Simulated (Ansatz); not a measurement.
# GaCO (doublet): the correlation ladder at a displaced geometry (v2), cc-pVDZ

How much of the correlation energy of GaCO (doublet) does each wave-function method recover here?

Program: Ansatz 0.2.0, Gaussian basis. Level of theory: cc-pVDZ, core rule «outside noble gas», up to 16 orbitals frozen. These are calculated values, not measurements.

Plan: UHF; CCSD(T) on ROHF; CCSD(T) on UHF; BCCD(T) on ROHF; CISD as a restricted active space (open shells left free, so some higher excitations enter); CCSDT(Q) on ROHF; CCSDT(Q) on UHF.

25 further runs of the same task are left out: 4 for a known fault of the program, 8 that didn't finish, 13 set aside as unsound or not needed. Runs told in other sessions of the task aren't counted.

### Step 1. The geometry

The geometry is a PBE0/def2-TZVP stationary point (not a proven minimum) with its atoms shifted at random (size 0.100 Å). No spin-orbit coupling is included. The filled d shell of Ga may be among the frozen orbitals whatever the setting's name suggests.

3 atoms, charge 0, spin multiplicity 2.

Atoms are counted from 1 here; the program's logs count them from 0.

Bond lengths: Ga1–C2 2.183 Å, C2–O3 1.156 Å. Angles: Ga1–C2–O3 171.7°.

### Step 2. UHF

in.yaml reads:

```yaml
crystal:
  periodic: [false, false, false]
  atoms:
    - {symbol: Ga, position_ang: [0.084376, 0.005225, 1.835545]}
    - {symbol: C, position_ang: [-0.080498, 0.013599, -0.341196]}
    - {symbol: O, position_ang: [-0.003878, -0.018825, -1.494349]}
basis:
  gaussian: {orbitals: cc-pVDZ}
magnetization: {spin_polarized: true, initial_magnetization: 1}
hamiltonian: {xc: hf}
output: {orbitals: {seedname: orbitals}}
```

Command:

```sh
> ansatz run in.yaml --threads 1 --pin off --events-out ev --progress --plain --max-ram 2393MiB
```

The runs that follow: CCSD(T) on ROHF; CCSD(T) on UHF; BCCD(T) on ROHF; CISD as a restricted active space (open shells left free, so some higher excitations enter); CCSDT(Q) on ROHF; CCSDT(Q) on UHF.

Before running them: what should the planned runs give, taken together? Wanted: UCCSDT(Q) from the RHF energy; RMP2 from UCCSDT(Q); UMP2 from UCCSDT(Q); RCCSD from UCCSDT(Q); RCCSD(T) from UCCSDT(Q); UCCSD(T) from UCCSDT(Q); RCCSDT(Q) from UCCSDT(Q); T1 diagnostic.

The runs gave:

| quantity | value |
| --- | --- |
| UCCSDT(Q) from the ROHF energy | -10.1479 eV |
| RMP2 from UCCSDT(Q) | +906.2 meV |
| UMP2 from UCCSDT(Q) | +922.8 meV |
| RCCSD from UCCSDT(Q) | +457.8 meV |
| RCCSD(T) from UCCSDT(Q) | +67.0 meV |
| UCCSD(T) from UCCSDT(Q) | +66.8 meV |
| RCCSDT(Q) from UCCSDT(Q) | +6.8 meV |
| levels within 1 kcal/mol (43 meV) | RCCSDT, UCCSDT, RCCSDT(Q) |
| T1 diagnostic | 0.023 |

RCCSD(T) lands +67.0 meV from the yardstick (0.7 % of the correlation energy). These misses are within one basis, not against nature; the frozen cores of restricted and unrestricted runs differ, which can shift their rows.
